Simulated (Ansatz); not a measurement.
# ScNb: a listed cell, distorted in several ways

Aim: see how energy, forces, stress and gap of ScNb answer to moves of single atoms, random distortions, distortions that keep the symmetry. Nothing is relaxed unless a step says so.

Program: Ansatz 0.2.0. Level of theory: DFT PBE, scalar-relativistic, plane waves, PAW. These are calculated values, not measurements.

## (1) The system as given

Symmetry: P-6m2, No. 187, hexagonal system. The conventional cell has a = 3.066 Å, b = 3.066 Å, c = 5.072 Å, α = 90.00°, β = 90.00°, γ = 120.00°. Sc (site symmetry -6m2) is surrounded by 6 Sc at 3.07 Å and 6 Nb at 3.09 Å. Nb (site symmetry -6m2) is surrounded by 6 Nb at 3.07 Å and 6 Sc at 3.09 Å.

As a file:

```cif
data_structure
_symmetry_space_group_name_H-M 'P 1'
_symmetry_Int_Tables_number 1
_cell_length_a 3.0656
_cell_length_b 3.0656
_cell_length_c 5.0722
_cell_angle_alpha 90.000
_cell_angle_beta 90.000
_cell_angle_gamma 120.000
_cell_volume 41.28
loop_
_atom_site_label
_atom_site_type_symbol
_atom_site_fract_x
_atom_site_fract_y
_atom_site_fract_z
_atom_site_occupancy
Sc1 Sc 0.00000 0.00000 0.00000 1
Nb1 Nb 0.33333 0.66667 0.50000 1
```

The structure comes from the Materials Project (structure only).

## (2) A single atom displaced

The change: atom 1 (Sc) moved by 0.38 Å.

Contents of input.yaml:

```yaml
crystal:
  lattice:
    - [3.0656443612, 0.0, 0.0]
    - [-1.5328221806, 2.6549258957, 0.0]
    - [0.0, 0.0, 5.072194]
  atoms:
    - { symbol: Sc, position: [0.1223233865, 0.0, 0.0] }
    - { symbol: Nb, position: [0.33333333, 0.66666667, 0.5] }
basis:
  ecutwfc: 420
kpoints:
  mp_grid: { grid: [15, 15, 8] }
hamiltonian:
  xc: pbe
scf:
  occupations: { method: gaussian, width: 0.1 }
output:
  forces: true
  stress: true
  eigenvalues: true
  populations: true
```

## (3) Random moves and strain, cell strained

Contents of input.yaml:

```yaml
crystal:
  lattice:
    - [3.1720222205, -0.046781733, 0.0919693308]
    - [-1.6265252794, 2.7598229872, -0.0915166445]
    - [0.15216582, -0.0869881271, 5.0525646092]
  atoms:
    - { symbol: Sc, position: [-0.0326164709, -0.0099362472, 0.0090749683] }
    - { symbol: Nb, position: [0.3659498009, 0.6766029172, 0.4909250317] }
basis:
  ecutwfc: 420
kpoints:
  mp_grid: { grid: [14, 14, 8] }
hamiltonian:
  xc: pbe
scf:
  occupations: { method: gaussian, width: 0.1 }
output:
  forces: true
  stress: true
  eigenvalues: true
  populations: true
```

## (4) A distortion that keeps the symmetry

Contents of input.yaml:

```yaml
crystal:
  lattice:
    - [3.1110772106, 0.0, 0.0]
    - [-1.5555386053, 2.6942718975, 0.0]
    - [0.0, 0.0, 5.0712810051]
  atoms:
    - { symbol: Sc, position: [0.0, 0.0, 0.0] }
    - { symbol: Nb, position: [0.33333333, 0.66666667, 0.5] }
basis:
  ecutwfc: 420
kpoints:
  mp_grid: { grid: [15, 15, 8] }
hamiltonian:
  xc: pbe
scf:
  occupations: { method: gaussian, width: 0.1 }
output:
  forces: true
  stress: true
  eigenvalues: true
```

**Question.** What will these runs give? Wanted: for each run, case; energy; pressure; largest force.

The runs gave:

```
step                                    case  energy (meV/atom)  pressure (GPa)  largest force (eV/Å)  gap on the mesh (eV)
   2                 a single atom displaced               +0.0            -0.6                  0.29                  0.00
   3  random moves and strain, cell strained             +33.0*            -5.3                  0.43                  0.00
   4    a distortion that keeps the symmetry              -20.2            -3.0                  0.00                  0.00
```

Energies are counted from step 2, with the smearing taken to zero; a star marks another k mesh, which can shift energies by itself, so starred rows don't rank against the others. A gap of 0.00 means none on the mesh at this level.

**Reading.** Among the distorted cells of the listed formula and level the largest force, 0.43 eV/Å, comes in step 3, shared by 2 atoms. The distorted cells of the listed formula and level show no gap on the mesh.
